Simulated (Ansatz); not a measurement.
MnCuSe2:

```
Cu Mn Se
1.0
     1.89619    1.09477    6.88390
    -1.89619    1.09477    6.88390
     0.00000   -2.18954    6.88390
Cu Mn Se
1 1 2
Cartesian
  0.0000 0.0000 10.3259
  0.0000 0.0000 0.0000
  0.0000 0.0000 5.5078
  0.0000 0.0000 15.1439
```

The cell comes from a database or a generator and needn't be the stable form of this composition.

Alike in all runs: program Ansatz 0.2.0; functional PBEsol; potentials or basis Ansatz PAW; cutoff 420 eV (not typed: the program's choice for these potentials); k mesh 6 × 6 × 6; occupations gaussian, width 0.05 eV; hubbard terms Cu d U = 6 eV, Mn d U = 6 eV.

Starts and where they ended:

```tsv
start	free energy over the lowest (meV/atom)	net moment (μB)	site or absolute moments (μB)	gap
collinear spin, ferrimagnetic start of up to 2 μB	0.0	-4.03	Cu -0.01; Mn -4.32; Se +0.24	none (metal or under the smearing width)
collinear spin, ferromagnetic start of up to 4 μB	0.0	4.03	Cu +0.01; Mn +4.32; Se -0.24	none (metal or under the smearing width)
collinear spin, program default start; fixed moment 0	684.9	0.00	Cu -0.02; Mn -0.48; Se +0.18	-
```

Runs with fixed or held moments lie higher by the price of the constraint. A still lower state may exist.

Caveats: the magnetic or orbital state may not be the lowest; the cell is far from rest, so the order of the states can change on relaxing; forces of over 1 eV/Å show positions far from the minimum, so gaps and moduli don't describe the material at rest; the total moment is fixed, so each spin has its own Fermi level (some runs).
